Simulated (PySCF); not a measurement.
**One shape, several levels: GaNH3F (SMILES [NH2][GaH][F])**

Wanted: a comparison of 4 runs (HF/STO-3G, HF/3-21G, HF/def2-SVP, PBE0/STO-3G) of GaNH3F. 

The results are computed with PySCF 2.14.0.

**1. Starting point**

GaNH3F: 6 atoms, total charge 0, spin state singlet. As SMILES, `[NH2][GaH][F]`. Geometry: a GFN2-xTB relaxation, a rough one for these elements and not checked as a minimum.

Bond lengths: N1–Ga2 1.821 Å, Ga2–F3 1.739 Å, N1–H4 1.012 Å, N1–H5 1.016 Å, Ga2–H6 1.519 Å. Angles: N1–Ga2–F3 113.9°, N1–Ga2–H6 131.7°, F3–Ga2–H6 114.2°, Ga2–N1–H4 124.3°, Ga2–N1–H5 116.8°, H4–N1–H5 109.3°.

**2. Energy and gradient at HF/STO-3G (run 1)**

The input, calc.py:

```python
from pyscf import gto

mol = gto.M(
    atom='''
N   -0.697790   0.231100  -0.723710
Ga   0.403260  -0.094600   0.689280
F    1.149290  -1.664870   0.653660
H   -1.011610   1.151980  -1.000660
H   -0.562460  -0.341490  -1.551780
H    0.719320   0.717880   1.933200
''',
    charge=0,
    max_memory=1860,
    basis='sto-3g',
    spin=0,
    verbose=3,
)

calc0 = mol.RHF()
calc0.conv_tol = 1e-10
calc0.kernel()
if not calc0.converged:
    calc0 = calc0.newton().run(calc0.mo_coeff, calc0.mo_occ)

etot = calc0.e_tot
print('E(%s) = %.9f' % ('HF', etot))
grad = calc0.nuc_grad_method().kernel()
calc0.analyze()
```

The run is started by

```bash
OMP_NUM_THREADS=1 python calc.py
```

Standard output:

```text
converged SCF energy = -2054.4251807261
E(HF) = -2054.425180726
--------------- RHF gradients ---------------
         x                y                z
0 N    -0.0742758474     0.0346903116    -0.0830076267
1 Ga     0.0325266739    -0.0152317121     0.0303663338
2 F     0.0245657905    -0.0458607436     0.0027644353
3 H     0.0020809964    -0.0064801987     0.0002161209
4 H     0.0052421838     0.0004741381     0.0060630305
5 H     0.0098602028     0.0324082047     0.0435977062
----------------------------------------------
**** MO energy ****
MO #1   energy= -374.625990640308  occ= 2
MO #2   energy= -46.6960268015429  occ= 2
MO #3   energy= -41.9180946118258  occ= 2
MO #4   energy= -41.9136694690833  occ= 2
MO #5   energy= -41.911145381567   occ= 2
MO #6   energy= -25.797935223262   occ= 2
MO #7   energy= -15.252769720643   occ= 2
MO #8   energy= -5.78481459222707  occ= 2
MO #9   energy= -3.93271388491869  occ= 2
MO #10  energy= -3.9280579100947   occ= 2
MO #11  energy= -3.92612421956783  occ= 2
MO #12  energy= -1.38267163716567  occ= 2
MO #13  energy= -1.03951713206456  occ= 2
MO #14  energy= -0.573049998486641 occ= 2
MO #15  energy= -0.544105272244195 occ= 2
MO #16  energy= -0.464482622492549 occ= 2
MO #17  energy= -0.42225377925795  occ= 2
MO #18  energy= -0.409484482071191 occ= 2
MO #19  energy= -0.403036289401529 occ= 2
MO #20  energy= -0.355716043075467 occ= 2
MO #21  energy= -0.338513079755574 occ= 2
MO #22  energy= -0.313558487848409 occ= 2
MO #23  energy= -0.304207492158698 occ= 2
MO #24  energy= -0.293081481326283 occ= 2
MO #25  energy= -0.277931128898045 occ= 2
MO #26  energy= 0.225634511531281  occ= 0
MO #27  energy= 0.372263641009069  occ= 0
MO #28  energy= 0.483698809303881  occ= 0
MO #29  energy= 0.619769872663651  occ= 0
MO #30  energy= 0.739031669279413  occ= 0
MO #31  energy= 0.78464332456127   occ= 0
 ** Mulliken atomic charges  **
charge of    0N =     -0.35897
charge of    1Ga =      0.46669
charge of    2F =     -0.23315
charge of    3H =      0.10927
charge of    4H =      0.10448
charge of    5H =     -0.08832
Dipole moment(X, Y, Z, Debye): -0.19687,  1.29951, -0.86384
```

It took 3.3 s on 1 thread of Intel Xeon at 2.70GHz, shared host; peak memory 0.12 GiB.

**3. Energy and forces at HF/3-21G (run 2)**

The input, geometry.xyz:

```xyz
6

N     -0.697790     0.231100    -0.723710
Ga     0.403260    -0.094600     0.689280
F      1.149290    -1.664870     0.653660
H     -1.011610     1.151980    -1.000660
H     -0.562460    -0.341490    -1.551780
H      0.719320     0.717880     1.933200
```

The input, job.py:

```python
from pyscf import gto

mol = gto.M(
    atom='geometry.xyz',
    verbose=3,
    basis='3-21g',
    max_memory=1860,
)

mf = mol.RHF()
mf.conv_tol = 1e-10
mf.kernel()
if not mf.converged:
    mf = mf.newton().run(mf.mo_coeff, mf.mo_occ)

etot = mf.e_tot
print('E(%s) = %.9f' % ('HF', etot))
grad = mf.nuc_grad_method().kernel()
mf.analyze()
```

The run is started by

```bash
OMP_NUM_THREADS=1 python job.py
```

Standard output:

```text
converged SCF energy = -2068.71353458536
E(HF) = -2068.713534585
--------------- RHF gradients ---------------
         x                y                z
0 N    -0.0293639782    -0.0033614579    -0.0006051439
1 Ga     0.0087873702     0.0263225137     0.0196439317
2 F     0.0086797223    -0.0175719317     0.0026187319
3 H     0.0030242399     0.0076783887    -0.0060276283
4 H     0.0089599958    -0.0021029881    -0.0075475342
5 H    -0.0000873500    -0.0109645246    -0.0080823571
----------------------------------------------
**** MO energy ****
MO #1   energy= -376.465773093002  occ= 2
MO #2   energy= -47.9944519557217  occ= 2
MO #3   energy= -42.2550083537931  occ= 2
MO #4   energy= -42.252689648114   occ= 2
MO #5   energy= -42.2524529738999  occ= 2
MO #6   energy= -26.0599143727415  occ= 2
MO #7   energy= -15.4548753023483  occ= 2
MO #8   energy= -6.37369703857781  occ= 2
MO #9   energy= -4.45091125729316  occ= 2
MO #10  energy= -4.44699537647746  occ= 2
MO #11  energy= -4.44561974258926  occ= 2
MO #12  energy= -1.47129607126084  occ= 2
MO #13  energy= -1.15339991652872  occ= 2
MO #14  energy= -1.13087258859911  occ= 2
MO #15  energy= -1.12984052237023  occ= 2
MO #16  energy= -1.12963788183907  occ= 2
MO #17  energy= -1.12423123535679  occ= 2
MO #18  energy= -1.07833633415463  occ= 2
MO #19  energy= -0.635780091627938 occ= 2
MO #20  energy= -0.62512254879104  occ= 2
MO #21  energy= -0.56068729622213  occ= 2
MO #22  energy= -0.549537278886297 occ= 2
MO #23  energy= -0.529551945121582 occ= 2
MO #24  energy= -0.465170421862269 occ= 2
MO #25  energy= -0.397185994484959 occ= 2
MO #26  energy= 0.0871011456283526 occ= 0
MO #27  energy= 0.136389429629004  occ= 0
MO #28  energy= 0.164515536653806  occ= 0
MO #29  energy= 0.201781317561832  occ= 0
MO #30  energy= 0.3089826132304    occ= 0
MO #31  energy= 0.330914957694067  occ= 0
MO #32  energy= 0.343521525464597  occ= 0
MO #33  energy= 0.366930861326354  occ= 0
MO #34  energy= 0.496325214667824  occ= 0
MO #35  energy= 0.516496185477141  occ= 0
MO #36  energy= 1.25565663797575   occ= 0
MO #37  energy= 1.28672188035872   occ= 0
MO #38  energy= 1.38000961731764   occ= 0
MO #39  energy= 1.42989912249287   occ= 0
MO #40  energy= 1.60666692976113   occ= 0
MO #41  energy= 1.64631825771581   occ= 0
MO #42  energy= 2.31663336284294   occ= 0
MO #43  energy= 2.3562068172952    occ= 0
MO #44  energy= 2.51344839064179   occ= 0
MO #45  energy= 2.59765393319772   occ= 0
MO #46  energy= 3.7259175505979    occ= 0
 ** Mulliken atomic charges  **
charge of    0N =     -0.65703
charge of    1Ga =      0.88947
charge of    2F =     -0.50066
charge of    3H =      0.20144
charge of    4H =      0.20048
charge of    5H =     -0.13370
Dipole moment(X, Y, Z, Debye): -0.60692,  2.75924, -1.20665
```

Wall time 3.3 s (1 thread of Intel Xeon at 2.70GHz, shared host); peak memory 0.12 GiB.

Run 3 isn't shown in full; the table further down has it.

**4. Energy and forces at PBE0/STO-3G (run 4)**

The input, job.py:

```python
from pyscf import gto, dft

molecule = gto.M(
    atom='''
N       -0.697790       0.231100      -0.723710
Ga       0.403260      -0.094600       0.689280
F        1.149290      -1.664870       0.653660
H       -1.011610       1.151980      -1.000660
H       -0.562460      -0.341490      -1.551780
H        0.719320       0.717880       1.933200
''',
    verbose=4,
    basis='sto-3g',
    charge=0,
    max_memory=1860,
)

calc0 = dft.RKS(molecule)
calc0.xc = 'pbe0'
calc0.grids.level = 5
calc0.conv_tol = 1e-10
calc0.kernel()
if not calc0.converged:
    calc0 = calc0.newton().run(calc0.mo_coeff, calc0.mo_occ)

e_final = calc0.e_tot
print('E = %.10f Eh' % e_final)
grad = calc0.nuc_grad_method().kernel()
calc0.analyze()
```

The run is started by

```bash
OMP_NUM_THREADS=1 python job.py
```

Standard output:

```text
PySCF version 2.14.0

[... 100 lines left out ...]
Nuclear Repulsion Energy =             196.747013489444754
[... 6 lines left out ...]
MO #1   energy= -368.985103437555  occ= 2
[... 4 lines left out ...]
MO #6   energy= -24.3894887327063  occ= 2
[... 4 lines left out ...]
MO #11  energy= -3.38194478611604  occ= 2
[... 4 lines left out ...]
MO #16  energy= -0.335918947166107 occ= 2
[... 4 lines left out ...]
MO #21  energy= -0.0937913366038207 occ= 2
[... 4 lines left out ...]
MO #26  energy= 0.0762629407431835 occ= 0
[... 4 lines left out ...]
MO #31  energy= 0.515222166459119  occ= 0
[... 40 lines left out ...]
Dipole moment(X, Y, Z, Debye): -0.43829,  0.64253, -1.47314
```

Run time: 17 s. Hardware: 1 thread of Intel Xeon at 2.70GHz, shared host; peak memory 0.37 GiB.

**5. All runs side by side**

```csv
run,level,integration grid,energy (Eh),dipole moment (D),HOMO energy (eV),LUMO energy (eV),wall time
1,HF/STO-3G,–,-2054.425181,1.57,-7.56,6.14,3.3 s
2,HF/3-21G,–,-2068.713535,3.07,-10.81,2.37,3.3 s
3,HF/def2-SVP,–,-2078.569480,2.98,-11.20,2.35,8.4 s
4,PBE0/STO-3G,5,-2056.122632,1.67,-1.78,2.08,17 s
```

**6. Results**

| quantity | value |
| --- | --- |
| run 4: total energy | -2056.12263 Eh |
| run 4: dipole moment | 1.67 D |
| run 4: HOMO energy | -1.78 eV |
| run 4: LUMO energy | 2.08 eV |
| run 4: HOMO–LUMO gap | 3.86 eV |
| run 4: largest force on an atom | 7.614 eV/Å |

**Reading.** The dipole moment (its size) runs from 1.57 D (HF/STO-3G) to 3.07 D (HF/3-21G). The HOMO–LUMO gap runs from 3.86 eV (PBE0/STO-3G) to 13.70 eV (HF/STO-3G). Exact exchange widens orbital gaps. In runs 1, 4 the basis is minimal, so the values are rough. All runs together took 32 s, the longest 17 s.
